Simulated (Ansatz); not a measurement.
# Zr3TiC4: the cost of one run

Method: DFT PBE, scalar-relativistic, plane waves, PAW, in Ansatz 0.2.0.

1 further run of the same task is left out (set aside as unsound or not needed). Runs told in other sessions of the task aren't counted.

## 1. The system as given

The structure is orthorhombic, space group Pmmm (No. 47). Conventional cell: a = 3.271 Å, b = 4.633 Å, c = 6.538 Å, α = 90.00°, β = 90.00°, γ = 90.00°. Around Zr (site symmetry mm2) lie 6 C at 2.29 to 2.33 Å. Zr (site symmetry mmm) has 6 C at 2.32 to 2.36 Å in its first shell of neighbours. Around Ti (site symmetry mmm) lie 6 C at 2.26 to 2.32 Å. C (site symmetry mm2) has 2 Ti at 2.26 Å and 4 Zr at 2.32 to 2.36 Å in its first shell of neighbours. Around C (site symmetry mmm) lie 6 Zr at 2.32 to 2.33 Å. Around C (site symmetry mmm) lie 4 Zr at 2.29 Å and 2 Ti at 2.32 Å.

Structure file:

```cif
data_structure
_symmetry_space_group_name_H-M 'Pmmm'
_symmetry_Int_Tables_number 47
_cell_length_a 3.2714
_cell_length_b 4.6335
_cell_length_c 6.5380
_cell_angle_alpha 90.000
_cell_angle_beta 90.000
_cell_angle_gamma 90.000
_cell_volume 99.10
loop_
_atom_site_label
_atom_site_type_symbol
_atom_site_symmetry_multiplicity
_atom_site_Wyckoff_symbol
_atom_site_fract_x
_atom_site_fract_y
_atom_site_fract_z
_atom_site_occupancy
Zr1 Zr 2 q 0.00000 0.00000 0.74584 1
Zr2 Zr 1 f 0.50000 0.50000 0.00000 1
Ti1 Ti 1 h 0.50000 0.50000 0.50000 1
C1 C 2 r 0.00000 0.50000 0.26109 1
C2 C 1 b 0.50000 0.00000 0.00000 1
C3 C 1 d 0.50000 0.00000 0.50000 1
```

It is the end of an earlier relaxation with the same method, from a generated guess; it is a trial structure. At a tolerance of 0.05 Å it has space group Pmmm (No. 47); it has 12.39 Å³/atom, an uncorrected energy of -0.80 eV/atom over the elements and, on its mesh, gap none (metal).

## 2. Point at V/V0 = 0.97

input.yaml reads:

```yaml
crystal:
  lattice:
    - [3.2383689366, 0.0, 0.0]
    - [0.0, 4.5866865433, 0.0]
    - [0.0, 0.0, 6.4719279573]
  atoms:
    - { symbol: Zr, position: [0.0, 0.0, 0.745845] }
    - { symbol: Zr, position: [0.0, 0.0, 0.254155] }
    - { symbol: Zr, position: [0.5, 0.5, 0.0] }
    - { symbol: Ti, position: [0.5, 0.5, 0.5] }
    - { symbol: C, position: [0.0, 0.5, 0.261093] }
    - { symbol: C, position: [0.0, 0.5, 0.738907] }
    - { symbol: C, position: [0.5, 0.0, 0.0] }
    - { symbol: C, position: [0.5, 0.0, 0.5] }
basis:
  ecutwfc: 420
kpoints:
  mp_grid: { grid: [12, 8, 6] }
hamiltonian:
  xc: pbe
scf:
  occupations: { method: gaussian, width: 0.1 }
output:
  forces: true
  stress: true
  eigenvalues: true
relax:
  adjacent_minimum: "off"
  f_tol: 0.01
  max_steps: 30
  cell: { stress_tol: 0.1, fix: [volume] }
```

The run is started by

```
ansatz run input.yaml --threads 4 --pin off --max-ram 8192MiB --backend cpu --events-out ev --progress --plain --runs-dir out
```

Q: Estimate wall time and peak memory on 4 threads of Intel Xeon Platinum 8259CL at 2.50GHz (Skylake/Cascade Lake), shared host.

About 30 s, with a peak of 0.82 GiB.
